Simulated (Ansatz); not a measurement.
Task: a comparison of dispersion corrections of C₃H₉NOSi, SMILES C/N=C/CO[SiH3], with the Ansatz DFT code, driven from Python. Give the script and its output. Level of theory (for the species named): BLYP, def2-SVP basis, multiplicity 1, D3BJ dispersion.

Contents of `c3h9nosi.xyz`:
```text
15

C     3.06060   -0.37770    0.00920
N     1.84460    0.42560   -0.08980
C     0.80070   -0.18050    0.36570
C    -0.55410    0.48370    0.35370
O    -1.45230   -0.41700   -0.27670
Si   -3.00490    0.10560   -0.56030
H     3.85600    0.10570   -0.56630
H     2.92090   -1.38360   -0.40210
H     3.39490   -0.45090    1.04920
H     0.84770   -1.19230    0.80780
H    -0.48730    1.43830   -0.18230
H    -0.85060    0.65040    1.39590
H    -3.78830   -0.98440   -1.18820
H    -2.96730    1.29050   -1.44950
H    -3.62040    0.48690    0.73360
```

`run_disp.py`
```python
"""Size of D3 and D4 in C3H9NOSi."""

import logging
import sys
import warnings

import ansatz as az

logging.basicConfig(stream=sys.stdout, format="%(name)s: %(message)s")
log = logging.getLogger("c3h9nosi")
log.setLevel(logging.INFO)


def main() -> None:
    warnings.simplefilter("ignore", az.DeckWarning)

    mol = az.Crystal.molecule_from_extxyz("c3h9nosi.xyz")

    model = mol.calculation().basis(gaussian="def2-SVP")
    for name in ["blyp", "revpbe"]:
        for correction in ("d3bj", "d4"):
            rep = model.functional(name, dispersion=correction).run().report
            log.info(f"{name:8s} {correction:5s} total {rep['free_energy_ev']:.5f} eV, of which dispersion {1000 * rep['dispersion']['energy']['ev']:.2f} meV")


if __name__ == "__main__":
    main()
```

Output of `python run_disp.py`:
```text
c3h9nosi: blyp     d3bj  total -14662.10738 eV, of which dispersion -621.61 meV
c3h9nosi: blyp     d4    total -14662.12298 eV, of which dispersion -637.21 meV
c3h9nosi: revpbe   d3bj  total -14661.42506 eV, of which dispersion -759.06 meV
c3h9nosi: revpbe   d4    total -14661.62877 eV, of which dispersion -962.77 meV
```

Notes:
- Total energies depend on the basis set; only differences at equal settings carry meaning.
- The geometry is a force-field or estimated start, not a minimum of this method, and the basis set is short of its limit. D4 holds the three-body term, and d3bj doesn't.
- Wall time of the script: 15 s on 1 thread of Arm Neoverse V2, on a shared host, peak memory 0.23 GiB.

(Lines on the test bed's own set-up are left out of the output.)
